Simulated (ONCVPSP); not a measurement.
# Pseudopotential generation for V: ONCV, LDA (Perdew-Zunger)

Do these settings give a usable potential? It is generated, then checked for transferability, scattering, ghosts and hardness.

Program: ONCVPSP 4.0.1. Reference atom: LDA (Perdew-Zunger), scalar-relativistic, spherical and spin-unpolarised. All values are calculated.

## Step 1: Starting point

The settings as typed:

| Item | Value |
| --- | --- |
| element | vanadium (V, Z = 23) |
| type | optimised norm-conserving Vanderbilt (ONCV) |
| frozen core | [Ar] |
| valence charge | 5 |
| reference configuration | 3d3 4s2 |
| partial waves | 4s: rc 2.75 bohr, ncon 4, nbas 8, qcut 2.5 1/bohr, 2 projectors, debl 1 Ha; p scattering state at 0.47 Ha: rc 2.85 bohr, ncon 4, nbas 7, qcut 2.3 1/bohr, 3 projectors, debl 2.7 Ha; 3d: rc 1.35 bohr, ncon 5, nbas 10, qcut 11.5 1/bohr, 1 projector |
| local potential | polynomial inside 1.30 bohr (lpopt 5, dvloc0 3 Ha) |
| core correction | Teter function, fcfact 3.75, rcfact 1.6 |

## Step 2: The generation run

File V.dat:

```
# ATOM AND REFERENCE CONFIGURATION
# atsym  z   nc   nv     iexc    psfile
  V 23.00    5    2        3      upf
#
#   n    l    f
    1    0    2.00
    2    0    2.00
    2    1    6.00
    3    0    2.00
    3    1    6.00
    3    2    3.00
    4    0    2.00
#
# PSEUDOPOTENTIAL AND OPTIMIZATION
# lmax
    2
#
#   l,   rc,      ep,       ncon, nbas, qcut
    0    2.75    0.00    4    8    2.50
    1    2.85    0.47    4    7    2.30
    2    1.35    0.00    5   10   11.50
#
# LOCAL POTENTIAL
# lloc, lpopt,  rc(5),   dvloc0
    4    5    1.30    3.00
#
# VANDERBILT-KLEINMAN-BYLANDER PROJECTORs
# l, nproj, debl
    0    2    1.00
    1    3    2.70
    2    1    3.60
#
# MODEL CORE CHARGE
# icmod, fcfact, rcfact
    3    3.75    1.60
#
# LOG DERIVATIVE ANALYSIS
# epsh1, epsh2, depsh
   -2.00    5.00    0.02
#
# OUTPUT GRID
# rlmax, drl
    6.00    0.01
#
# TEST CONFIGURATIONS
# ncnf
    4
# nvcnf
#   n    l    f
    2
    3    2    3.00
    4    0    1.00
#
    2
    3    2    3.00
    4    0    0.00
#
    2
    3    2    2.00
    4    0    0.00
#
    2
    3    2    4.00
    4    0    1.00
#
```

Launch:

```console
$ oncvpsp.x < V.dat > V.out
```

What does the calculation give? Wanted: cutoffs for 1 and 0.1 mHa per electron, occupied waves; bound ghosts; GHOST(+) flags; largest test error; largest phase difference near zero energy, channels read; rms error of d²Exc/dn², without and with the model core; projector energies reset by the program.

**Answer**, as computed:

```
                                                quantity                      value
  cutoffs for 1 and 0.1 mHa per electron, occupied waves            52 Ha and 59 Ha
                                            bound ghosts                 none found
                                          GHOST(+) flags    s at 18 eV, p at 190 eV
                            largest test error (AE − PS)      -656 meV, for 3d2 4s0
largest phase difference near zero energy, channels read                  0.006 rad
 rms error of d²Exc/dn², without and with the model core        19.64 and 11.61 mHa
                 projector energies reset by the program  p: 0.050, 2.750, 5.450 Ha
```

The worst unpolarised test, 3d2 4s0, is off by 656 meV on 51.6 eV; by total energies transferability rates as poor. That test lies far up in energy; among those under 40 eV, nearer to bonding, the largest error is 243 meV. By its cutoff, 52 Ha for the looser tolerance, it is hard. At the looser tolerance the 3d wave is the slowest; 4s needs 3 Ha. It is free of bound ghosts as far as tested. Near zero energy the phases of the channels with partial waves agree within 0.006 rad. The program also flags highly localised states, GHOST(+) (s, p).
